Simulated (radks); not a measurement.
**Excited configurations of Ir⁺**

Aim: excitation energies and quantum defects of the outer electron of Ir⁺, by total-energy differences.

Method: scalar-relativistic Kohn-Sham, PBEsol, spin-polarised, spherical densities, point nucleus; open shells are filled with parallel spins first. Code: radks (a radial shooting solver on a logarithmic mesh, Libxc functionals) version 1.

### 1 What is computed

- element: iridium (Z = 77)
- charge: +1
- electrons: 76
- configuration: [Xe] 4f14 5d7 6s1

Outer shells as boxes (Hund's rule):

Ir⁺
```
[Xe] core
4f [↑↓][↑↓][↑↓][↑↓][↑↓][↑↓][↑↓]
5d [↑↓][↑↓][↑ ][↑ ][↑ ]
6s [↑ ]
```

### 2 Ground configuration: [Xe] 4f14 5d7 6s1

Settings of this run:

```text
Z 77
configuration [Xe] 4f14 5d7 6s1
relativity scalar-relativistic
functional pbe_sol,pbe_sol
spin polarised
nucleus point
c 137.035999084
```

### 3 The ion: [Xe] 4f14 5d7

Settings of this run:

```text
Z 77
configuration [Xe] 4f14 5d7
relativity scalar-relativistic
functional pbe_sol,pbe_sol
spin polarised
nucleus point
c 137.035999084
```

### 4 Outer electron in 5f: [Xe] 4f14 5d7 5f1

Settings of this run:

```text
Z 77
configuration [Xe] 4f14 5d7 5f1
relativity scalar-relativistic
functional pbe_sol,pbe_sol
spin polarised
nucleus point
c 137.035999084
```

### 5 Outer electron in 6p: [Xe] 4f14 5d7 6p1

Settings of this run:

```text
Z 77
configuration [Xe] 4f14 5d7 6p1
relativity scalar-relativistic
functional pbe_sol,pbe_sol
spin polarised
nucleus point
c 137.035999084
```

### 6 Outer electron in 6d: [Xe] 4f14 5d7 6d1

Settings of this run:

```text
Z 77
configuration [Xe] 4f14 5d7 6d1
relativity scalar-relativistic
functional pbe_sol,pbe_sol
spin polarised
nucleus point
c 137.035999084
```

### 7 Outer electron in 6f: [Xe] 4f14 5d7 6f1

Settings of this run:

```text
Z 77
configuration [Xe] 4f14 5d7 6f1
relativity scalar-relativistic
functional pbe_sol,pbe_sol
spin polarised
nucleus point
c 137.035999084
```

### 8 Outer electron in 7s: [Xe] 4f14 5d7 7s1

Settings of this run:

```text
Z 77
configuration [Xe] 4f14 5d7 7s1
relativity scalar-relativistic
functional pbe_sol,pbe_sol
spin polarised
nucleus point
c 137.035999084
```

### 9 Outer electron in 7p: [Xe] 4f14 5d7 7p1

Settings of this run:

```text
Z 77
configuration [Xe] 4f14 5d7 7p1
relativity scalar-relativistic
functional pbe_sol,pbe_sol
spin polarised
nucleus point
c 137.035999084
```

### 10 Outer electron in 7d: [Xe] 4f14 5d7 7d1

Settings of this run:

```text
Z 77
configuration [Xe] 4f14 5d7 7d1
relativity scalar-relativistic
functional pbe_sol,pbe_sol
spin polarised
nucleus point
c 137.035999084
```

### 11 Outer electron in 7f: [Xe] 4f14 5d7 7f1

Settings of this run:

```text
Z 77
configuration [Xe] 4f14 5d7 7f1
relativity scalar-relativistic
functional pbe_sol,pbe_sol
spin polarised
nucleus point
c 137.035999084
```

Before running it: what results should come out? Wanted: for each run, outer orbital; excitation; binding; n*; quantum defect; <r>.

The runs gave:

```tsv
outer orbital	excitation (eV)	binding (eV)	n*	quantum defect	<r> (bohr)
5f	14.561	3.633	3.871	1.129	8.315
6p	6.778	11.416	2.183	3.817	3.468
6d	12.527	5.667	3.099	2.901	6.018
6f	15.717	2.477	4.688	1.312	14.12
7s	11.176	7.018	2.785	4.215	6.130
7p	12.826	5.368	3.184	3.816	7.578
7d	14.789	3.405	3.998	3.002	11.22
7f	16.412	1.783	5.526	1.474	21.23
```

**Reading.** Binding is E(ion) − E, and n* = 2/√(2·binding) in atomic units. The Δ-SCF energy to the ion that was run is 18.194 eV (NIST's first ionisation energy, to the ion's ground state: 17.0 eV, semi-empirical). Mean quantum defects: f 1.31, p 3.82, d 2.95, s 4.22. They fall with l, since high-l orbitals stay out of the core. Self-interaction in the functional shifts them, so they are the method's values and not measured ones. Open shells are spherical and high-spin; term and fine-structure splittings are not resolved. Spin-orbit splitting is averaged out at the scalar-relativistic level.
